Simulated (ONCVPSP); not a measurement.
**Pseudopotential generation for carbon: ONCV, PBEsol**

Aim: build the potential from the settings below, then test how well it stands in for the atom: other configurations, scattering, ghost states and the plane-wave cutoff that it needs.

Program: ONCVPSP 4.0.1. Reference atom: PBEsol, scalar-relativistic, spherical and spin-unpolarised. All values are calculated.

### 1 Starting point

Typed settings, in words:

- element: carbon (C, Z = 6)
- type: optimised norm-conserving Vanderbilt (ONCV)
- frozen core: [He]
- valence charge: 4
- reference configuration: 2s2 2p2
- partial waves: 2s: rc 1.35 bohr, ncon 4, nbas 9, qcut 6.2 1/bohr, 2 projectors, debl 1.4 Ha; 2p: rc 2.40 bohr, ncon 5, nbas 9, qcut 5.6 1/bohr, 2 projectors, debl 2.9 Ha; d scattering state at 0.07 Ha: rc 2.00 bohr, ncon 4, nbas 7, qcut 4.3 1/bohr, 2 projectors, debl 1.8 Ha
- local potential: polynomial inside 1.15 bohr (lpopt 5, dvloc0 3 Ha)
- core correction: polynomial model core, fcfact 0.25

An earlier all-electron run gives the scale for the radii.

All-electron outer shells of the reference configuration (PBEsol, scalar-relativistic, ld1.x):

```json
{"shell": "1s", "level (eV)": "-272.04", "outermost node (bohr)": "–", "outermost maximum (bohr)": "0.18"}
{"shell": "2s", "level (eV)": "-13.65", "outermost node (bohr)": "0.38", "outermost maximum (bohr)": "1.22"}
{"shell": "2p", "level (eV)": "-5.23", "outermost node (bohr)": "–", "outermost maximum (bohr)": "1.20"}
```

### 2 Generation

Input file C.dat:

```
# ATOM AND REFERENCE CONFIGURATION
# atsym  z   nc   nv     iexc    psfile
  C 6.00    1    2  -116133      upf
#
#   n    l    f
    1    0    2.00
    2    0    2.00
    2    1    2.00
#
# PSEUDOPOTENTIAL AND OPTIMIZATION
# lmax
    2
#
#   l,   rc,      ep,       ncon, nbas, qcut
    0    1.35    0.00    4    9    6.20
    1    2.40    0.00    5    9    5.60
    2    2.00    0.07    4    7    4.30
#
# LOCAL POTENTIAL
# lloc, lpopt,  rc(5),   dvloc0
    4    5    1.15    3.00
#
# VANDERBILT-KLEINMAN-BYLANDER PROJECTORs
# l, nproj, debl
    0    2    1.40
    1    2    2.90
    2    2    1.80
#
# MODEL CORE CHARGE
# icmod, fcfact, rcfact
    1    0.25    0.00
#
# LOG DERIVATIVE ANALYSIS
# epsh1, epsh2, depsh
   -2.00    5.00    0.02
#
# OUTPUT GRID
# rlmax, drl
    6.00    0.01
#
# TEST CONFIGURATIONS
# ncnf
    4
# nvcnf
#   n    l    f
    2
    2    0    2.00
    2    1    1.00
#
    2
    2    0    2.00
    2    1    0.00
#
    2
    2    0    1.00
    2    1    0.00
#
    2
    2    0    1.00
    2    1    2.00
#
```

The run is started by

```sh
oncvpsp.x < C.dat > C.out
```

Before running it: what results should come out? Wanted: cutoffs for 1 and 0.1 mHa per electron, occupied waves; bound ghosts; GHOST(+) flags; largest test error; largest phase difference near zero energy, channels read; rms error of d²Exc/dn², without and with the model core.

As calculated:

| quantity | value |
| --- | --- |
| cutoffs for 1 and 0.1 mHa per electron, occupied waves | 15 Ha and 21 Ha |
| bound ghosts | none found |
| GHOST(+) flags | none at low energy |
| largest test error (AE − PS) | +893 meV, for 2s1 2p0 |
| largest phase difference near zero energy, channels read | 0.004 rad |
| rms error of d²Exc/dn², without and with the model core | 1.54 and 1.31 mHa |

**Reading.** By total energies transferability is poor: the largest error is 893 meV on 82.8 eV, for 2s1 2p0. That test lies far up in energy; among those under 40 eV, nearer to bonding, the largest error is 454 meV. By its cutoff, 15 Ha for the looser tolerance, it is soft on the atom at that tolerance. At the looser tolerance the 2s wave is the slowest; 2p needs 11 Ha. The program's ghost test flags no bound state. Near zero energy the phases of the channels with partial waves agree within 0.004 rad.
